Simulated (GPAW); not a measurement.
Here is a GPAW 26.7.0 calculation.

run.py

```python
from ase.dft.bandgap import bandgap
from ase.io import read, write
from ase.units import GPa
from gpaw import GPAW, PW

atoms = read('GeW.xyz')

calc = GPAW(mode=PW(600),
            xc='PBE',
            kpts={'size': (9, 9, 9), 'gamma': True},
            occupations={'name': 'fermi-dirac', 'width': 0.05},
            setups={'W': ':d,2.0'},
            nbands=19,
            convergence={'density': 1e-05, 'energy': 1e-05},
            maxiter=150,
            txt='gpaw.txt')
atoms.calc = calc
energy = atoms.get_potential_energy()
forces = atoms.get_forces()
stress = atoms.get_stress()
calc.write('gs.gpw')
write('result.traj', atoms)
print(f'Energy: {energy:.6f} eV')
print('Forces (eV/A):')
print(forces.round(4))
print('Stress (GPa):', (stress / GPa).round(3))
print('Fermi level:', round(calc.get_fermi_level(), 4), 'eV')
print(f'Gap: {bandgap(calc)[0]:.4f} eV, direct: {bandgap(calc, direct=True)[0]:.4f} eV')
```

The input GeW.xyz:

```xyz
2
Lattice="0.0000000000 2.5776100000 2.5776100000 2.5776100000 0.0000000000 2.5776100000 2.5776100000 2.5776100000 0.0000000000" Properties=species:S:1:pos:R:3 pbc="T T T"
Ge     2.5776100000      2.5776100000      2.5776100000
W      0.0000000000      0.0000000000      0.0000000000
```

Potentials or basis: GPAW PAW data sets (gpaw-data 1.2.1), pw.

Launch:

```sh
$ OMP_NUM_THREADS=1 python run.py
```

Question: Predict the pressure.

Answer: 1.0 GPa.

Question: Predict the band gap on the k mesh.

Answer: None (metal or under the smearing width).

Caveat: U without spin polarisation on a metal has little footing; the U is typed as a test and isn't derived for this compound. Spin-orbit coupling is left out, which matters for the levels of W.
